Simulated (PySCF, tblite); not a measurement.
**CH10GeOSi2: geometry, infrared bands and NMR shifts**

Wanted: the infrared bands and NMR shifts of CH10GeOSi2 (`C[Si@@H]([GeH3])O[SiH3]`), by calculation.

Computed with tblite 0.8.0 and PySCF 2.14.0, with density-fitted response routines of our own, on a single molecule in the gas phase. Atoms count from 0, in the outputs and in this text.

## Step 1: Starting geometry

15 atoms, charge 0, multiplicity 1; geometry from: force field or distance geometry start.

Bonds of the start (Å): C0–Si1 1.87, Si1–Ge2 2.32, Si1–O3 1.70, O3–Si4 1.69, C0–H5 1.11, C0–H6 1.11, C0–H7 1.11, Si1–H8 1.46, Ge2–H9 1.56, Ge2–H10 1.53, Ge2–H11 1.55, Si4–H12 1.47, Si4–H13 1.48, Si4–H14 1.47.

## Step 2: Relaxing the molecule with GFN2-xTB

What the job is given:

```
{"job": {"kind": "relax", "xc": "GFN2-xTB", "basis": "xTB"}, "charge": 0, "multiplicity": 1}
C     -2.060100    -0.952500     0.009400
Si    -0.371200    -0.240200    -0.375200
Ge    -0.459400     2.061900    -0.127000
O      0.668400    -0.922600     0.785900
Si     2.308400    -0.942300     0.368800
H     -2.656100    -0.195400     0.565400
H     -1.936800    -1.864700     0.632600
H     -2.581100    -1.270100    -0.914800
H      0.033600    -0.521900    -1.748000
H     -1.561700     2.415000     0.913600
H      0.892000     2.559400     0.403500
H     -0.782100     2.767700    -1.473400
H      2.631100    -1.950100    -0.647300
H      2.815400     0.396100     0.007600
H      3.055100    -1.332600     1.577000
```

Started as:

```
$ OMP_NUM_THREADS=1 python probes_run.py task.json out
```

One launch serves the whole session: the jobs run in the order shown.

Output:

```text
step      E/eV     max force
  0    -456.37775    2.362
  1    -456.52657    1.619
  2    -456.66463    1.019
  3    -456.71925    0.886
  4    -456.79864    0.433
  5    -456.81474    0.376
  6    -456.84563    0.376
  7    -456.85727    0.317
  8    -456.86915    0.309
  9    -456.87699    0.255
 10    -456.88564    0.271
 11    -456.89304    0.315
 12    -456.89983    0.249
 13    -456.90613    0.216
 14    -456.91192    0.224
 15    -456.91650    0.239
 16    -456.92007    0.171
 17    -456.92320    0.125
 18    -456.92668    0.186
 19    -456.93137    0.316
 20    -456.93716    0.370
 21    -456.94266    0.285
 22    -456.94709    0.176
 23    -456.95107    0.184
 24    -456.95492    0.177
 25    -456.95831    0.208
 26    -456.96116    0.166
 27    -456.96388    0.164
 28    -456.96750    0.155
 29    -456.97241    0.199
 30    -456.97716    0.180
 31    -456.98016    0.106
 32    -456.98177    0.088
 33    -456.98303    0.077
 34    -456.98440    0.074
 35    -456.98579    0.115
 36    -456.98662    0.074
 37    -456.98765    0.080
 38    -456.98831    0.061
 39    -456.98886    0.066
 40    -456.98931    0.065
 41    -456.99011    0.083
 42    -456.99088    0.084
 43    -456.99159    0.065
 44    -456.99217    0.058
 45    -456.99269    0.055
 46    -456.99315    0.049
 47    -456.99349    0.048
 48    -456.99372    0.035
 49    -456.99392    0.040
 50    -456.99411    0.040
 51    -456.99428    0.037
 52    -456.99444    0.038
 53    -456.99461    0.035
 54    -456.99483    0.054
 55    -456.99507    0.054
 56    -456.99526    0.029
 57    -456.99539    0.034
 58    -456.99556    0.045
 59    -456.99577    0.057
 60    -456.99612    0.096
 61    -456.99660    0.066
 62    -456.99697    0.031
 63    -456.99724    0.062
 64    -456.99754    0.036
 65    -456.99799    0.034
 66    -456.99867    0.045
 67    -456.99930    0.070
 68    -456.99998    0.049
 69    -457.00072    0.045
 70    -457.00127    0.045
 71    -457.00154    0.056
 72    -457.00180    0.050
 73    -457.00212    0.053
 74    -457.00257    0.057
 75    -457.00301    0.069
 76    -457.00336    0.061
 77    -457.00361    0.051
 78    -457.00382    0.039
 79    -457.00401    0.043
 80    -457.00423    0.036
 81    -457.00438    0.035
 82    -457.00453    0.031
 83    -457.00470    0.035
 84    -457.00493    0.047
 85    -457.00525    0.062
 86    -457.00562    0.059
 87    -457.00597    0.042
 88    -457.00617    0.052
 89    -457.00652    0.058
 90    -457.00693    0.057
 91    -457.00587    0.320
 92    -457.00948    0.130
 93    -457.01071    0.084
 94    -457.01173    0.168
 95    -457.01253    0.072
 96    -457.01316    0.044
 97    -457.01381    0.050
 98    -457.01420    0.055
 99    -457.01520    0.072
100    -457.01645    0.071
101    -457.01759    0.060
102    -457.01795    0.072
103    -457.01682    0.228
104    -457.01856    0.046
105    -457.01880    0.039
106    -457.01966    0.065
107    -457.02025    0.083
108    -457.02095    0.065
109    -457.02165    0.066
110    -457.02230    0.054
111    -457.02287    0.042
112    -457.02322    0.082
113    -457.02374    0.061
114    -457.02424    0.044
115    -457.02512    0.077
116    -457.02540    0.069
117    -457.02573    0.044
118    -457.02593    0.029
119    -457.02600    0.028
120    -457.02615    0.026
121    -457.02631    0.031
122    -457.02645    0.024
123    -457.02655    0.020
124    -457.02661    0.019
125    -457.02664    0.015
126    -457.02668    0.013
127    -457.02673    0.017
128    -457.02680    0.024
129    -457.02687    0.025
130    -457.02694    0.021
131    -457.02698    0.021
132    -457.02701    0.017
133    -457.02705    0.017
134    -457.02712    0.020
135    -457.02719    0.019
136    -457.02726    0.017
137    -457.02731    0.017
138    -457.02735    0.014
139    -457.02737    0.010
```

Run time: 2.1 s. Hardware: 1 thread of Intel Xeon at 2.70GHz, shared host.

Step by step: (not every step is listed)

```
step  energy from step 0 (eV)  largest force (eV/Å)
   0                   0.0000                2.3621
   1                  -0.1488                1.6191
   2                  -0.2869                1.0192
   3                  -0.3415                0.8860
   4                  -0.4209                0.4330
   5                  -0.4370                0.3762
   6                  -0.4679                0.3764
   7                  -0.4795                0.3166
   8                  -0.4914                0.3085
  20                  -0.5594                0.3696
  32                  -0.6040                0.0882
  44                  -0.6144                0.0581
  56                  -0.6175                0.0289
  68                  -0.6222                0.0489
  80                  -0.6265                0.0360
  92                  -0.6317                0.1296
 104                  -0.6408                0.0458
 116                  -0.6476                0.0688
 128                  -0.6490                0.0239
 134                  -0.6494                0.0198
 135                  -0.6494                0.0188
 136                  -0.6495                0.0167
 137                  -0.6496                0.0166
 138                  -0.6496                0.0145
 139                  -0.6496                0.0098
```

Close pairs (by a distance rule), those that changed most:

```
   bond  before (Å)  after (Å)  change (Å)
 Si1–O3       1.701      1.623      -0.078
 O3–Si4       1.692      1.620      -0.072
 Ge2–H9       1.556      1.504      -0.052
Ge2–H11       1.554      1.502      -0.052
Ge2–H10       1.535      1.503      -0.032
  C0–H6       1.112      1.086      -0.026
 C0–Si1       1.873      1.898      +0.025
  C0–H5       1.112      1.088      -0.025
```

The next job starts from the end point, and lists it.

## Step 3: Infrared spectrum with GFN2-xTB

What the job is given:

```
{"job": {"kind": "ir", "xc": "GFN2-xTB", "basis": "xTB"}, "charge": 0, "multiplicity": 1}
C     -1.868389    -1.075528     0.180265
Si    -0.473671    -0.205428    -0.768493
Ge    -0.467001     2.079003    -0.263895
O      0.944571    -0.877985    -0.354348
Si     2.319163    -0.946321     0.501102
H     -1.765474    -0.930666     1.253495
H     -1.874884    -2.144735    -0.008521
H     -2.836193    -0.679404    -0.114320
H     -0.554277    -0.459990    -2.209815
H     -1.510697     2.523570     0.723782
H      0.794237     2.648813     0.321349
H     -0.729076     2.991496    -1.428269
H      3.066776    -2.022896    -0.139556
H      2.987575     0.351636     0.396234
H      1.962927    -1.243575     1.889077
```

Output:

```text
mode    cm-1     km/mol
  1     -17.7      0.11
  2      20.2      0.64
  3      47.6      0.69
  4      61.3      0.92
  5     106.9      0.24
  6     124.6      1.65
  7     178.2     10.38
  8     212.7     20.89
  9     343.0     14.86
 10     375.7     32.38
 11     391.1     22.48
 12     563.5      4.93
 13     598.9     21.94
 14     611.3    171.15
 15     617.9    103.28
 16     670.9    254.25
 17     750.0     21.67
 18     764.0    198.53
 19     782.3     82.48
 20     788.1    816.56
 21     808.6    240.74
 22     832.1    210.48
 23     845.3    100.63
 24     894.3    132.50
 25     897.6    144.01
 26    1080.7    622.38
 27    1365.7     15.47
 28    1477.0      0.38
 29    1480.2      1.40
 30    1918.7    258.27
 31    2006.7    523.61
 32    2013.7    533.03
 33    2212.8    286.62
 34    2238.2    386.97
 35    2254.2    236.93
 36    2292.5    244.36
 37    3017.6     24.08
 38    3036.0     23.16
 39    3041.6     21.38
```

Wall time 0.94 s (1 thread of Intel Xeon at 2.70GHz, shared host).

The strongest bands and the atoms that carry them (share of the mass-weighted mode):

```
cm⁻¹  km/mol                                  atoms
 671   254.2                                H8 63 %
 788   816.6  H14 17 %, H6 14 %, H12 11 %, H13 10 %
1081   622.4                      O3 77 %, Si1 10 %
1919   258.3            H9 38 %, H10 33 %, H11 29 %
2007   523.6                      H9 59 %, H10 32 %
2014   533.0                     H11 62 %, H10 34 %
2213   286.6                                H8 96 %
2238   387.0                     H13 58 %, H14 37 %
```

## Step 4: NMR shieldings: PBE0/pcSseg-1

Same as in step 3 but for these lines:

```diff
@@ -1,2 +1,2 @@
-{"job": {"kind": "ir", "xc": "GFN2-xTB", "basis": "xTB"}, "charge": 0, "multiplicity": 1}
+{"job": {"kind": "nmr", "xc": "PBE0", "basis": "pcSseg-1"}, "charge": 0, "multiplicity": 1}
 C     -1.868389    -1.075528     0.180265
```

Level: GIAO PBE0/pcSseg-1 NMR shielding, non-relativistic, gas phase.

Output:

```text
coarse grid: 55320 points
cycle   1  E = -2774.3569736474  dE = -3.995e-01  |g| = 1.141e+00  |ddm| = 3.533e+00
cycle   2  E = -2774.1164472191  dE =  2.405e-01  |g| = 1.553e+00  |ddm| = 1.917e+00
cycle   3  E = -2774.4946006011  dE = -3.782e-01  |g| = 2.653e-01  |ddm| = 1.521e+00
cycle   4  E = -2774.5064259640  dE = -1.183e-02  |g| = 6.806e-02  |ddm| = 2.341e-01
cycle   5  E = -2774.5070020082  dE = -5.760e-04  |g| = 1.183e-02  |ddm| = 5.520e-02
cycle   6  E = -2774.5070327576  dE = -3.075e-05  |g| = 1.910e-03  |ddm| = 1.518e-02
cycle   7  E = -2774.5070336483  dE = -8.907e-07  |g| = 5.720e-04  |ddm| = 2.758e-03
final grid: 113032 points
cycle   8  E = -2774.5069884605  dE = -2.293e-08  |g| = 6.423e-04  |ddm| = 1.587e-03
cycle   9  E = -2774.5069884477  dE =  1.273e-08  |g| = 7.571e-04  |ddm| = 1.257e-03
cycle  10  E = -2774.5069885425  dE = -9.475e-08  |g| = 4.143e-05  |ddm| = 6.027e-04
cycle  11  E = -2774.5069885429  dE = -4.216e-10  |g| = 4.808e-06  |ddm| = 5.090e-05
converged SCF energy = -2774.5069885429

GIAO shielding tensors (ppm)
atom      isotropic    diamagn.    paramagn.     s11        s22        s33       span
  0 C      182.077     254.958     -72.881    166.984    187.704    191.544     24.559
  1 Si     354.970     879.257    -524.287    301.437    347.959    415.514    114.077
  2 Ge    1737.697    2759.546   -1021.849   1707.506   1735.755   1769.831     62.325
  3 O      319.896     400.099     -80.202    229.866    355.229    374.595    144.729
  4 Si     392.252     880.023    -487.771    355.246    360.979    460.531    105.286
  5 H       30.965      32.384      -1.418     27.355     29.505     36.036      8.682
  6 H       30.888      29.988       0.900     26.595     27.888     38.181     11.586
  7 H       31.743      29.980       1.762     27.298     29.414     38.516     11.217
  8 H       26.014      28.797      -2.783     22.814     24.405     30.822      8.008
  9 H       28.832      30.818      -1.987     22.185     23.762     40.548     18.363
 10 H       28.479      31.148      -2.669     21.717     23.588     40.132     18.415
 11 H       28.734      30.050      -1.316     22.306     22.764     41.132     18.826
 12 H       26.644      28.627      -1.983     22.940     24.741     32.251      9.312
 13 H       26.558      30.027      -3.469     22.652     26.069     30.953      8.302
 14 H       26.649      30.082      -3.432     23.039     25.236     31.672      8.633
```

Run time: 72 s. Hardware: 1 thread of Intel Xeon at 2.70GHz, shared host; peak memory 0.82 GiB.

Shifts follow as δ = σ(reference) − σ, with reference shieldings (ppm) from runs at the same level and on the same kind of geometry: 1H TMS 31.72, 13C TMS 186.9, 29Si TMS 349.2, 17O H2O 336.1, 73Ge GeMe4 1331. The references are single molecules in the gas phase, so shifts against H2O, NH3, PH3, H3PO4 or CFCl3 are not on the usual liquid scales and can be off by tens of ppm. Atoms listed in one row are averaged.

```
        atoms                               environment  σ (ppm)  δ (ppm)
           C0                methyl carbon bonded to Si    182.1      4.8
           H8  hydrogen on a silicon bonded to C, Ge, O    26.01     5.70
H12, H13, H14         hydrogen on a silicon bonded to O    26.62     5.10
 H9, H10, H11      hydrogen on a germanium bonded to Si    28.68     3.04
   H5, H6, H7  hydrogen on a methyl carbon bonded to Si    31.20     0.52
          Si1             silicon bonded to C, Ge, O, H    355.0     -5.8
          Si4                  silicon bonded to O, 3 H    392.3    -43.1
          Ge2               germanium bonded to Si, 3 H     1738     -407
           O3                     oxygen bonded to 2 Si    319.9     16.2
```

Charges from the same density, by scheme (e):

```
atoms  Mulliken    IAO  Hirshfeld  ESP fit
   C0     -0.64  -0.73      -0.22    -0.70
  Si1      0.95   0.93       0.36     0.80
  Ge2     -0.27   0.10       0.18    -0.07
   O3     -0.73  -0.88      -0.30    -0.50
  Si4      0.73   0.89       0.39     0.60
```

Mayer bond orders: C0–Si1 0.94, Si1–Ge2 0.85, Si1–O3 0.92, O3–Si4 0.93.

## Step 5: Results

```
                                                              quantity                       value
                             strongest single infrared mode (GFN2-xTB)        788 cm⁻¹, 817 km/mol
                                          zero-point energy (GFN2-xTB)               59.6 kcal/mol
                                13C shifts against TMS (PBE0/pcSseg-1)                     4.8 ppm
1H shifts against TMS (PBE0/pcSseg-1, means over atoms taken as alike)  5.70, 5.10, 3.04, 0.52 ppm
                               29Si shifts against TMS (PBE0/pcSseg-1)             -5.8, -43.1 ppm
                             73Ge shifts against GeMe4 (PBE0/pcSseg-1)                    -407 ppm
                                17O shifts against H2O (PBE0/pcSseg-1)                    16.2 ppm
```

**Reading.** Relaxing lowered the energy by 0.650 eV in 139 steps; the close pair that moved most is Si1–O3, from 1.701 to 1.623 Å. The lowest mode is slightly imaginary (18i cm⁻¹), a soft motion within the noise of the Hessian, so the minimum is not strictly shown. The strongest single mode, at 788 cm⁻¹, is spread over several atoms, H14, H6, H12, H13 among them. GFN2-xTB is a fitted tight-binding method: band positions and strengths are rough. Its intensities can rank the bands wrongly. At PBE0/pcSseg-1: The largest span, 145 ppm, is at O3, where the paramagnetic term is -80 ppm. Spin-orbit coupling is left out, which matters for shieldings and couplings at and beside the heavy atoms.
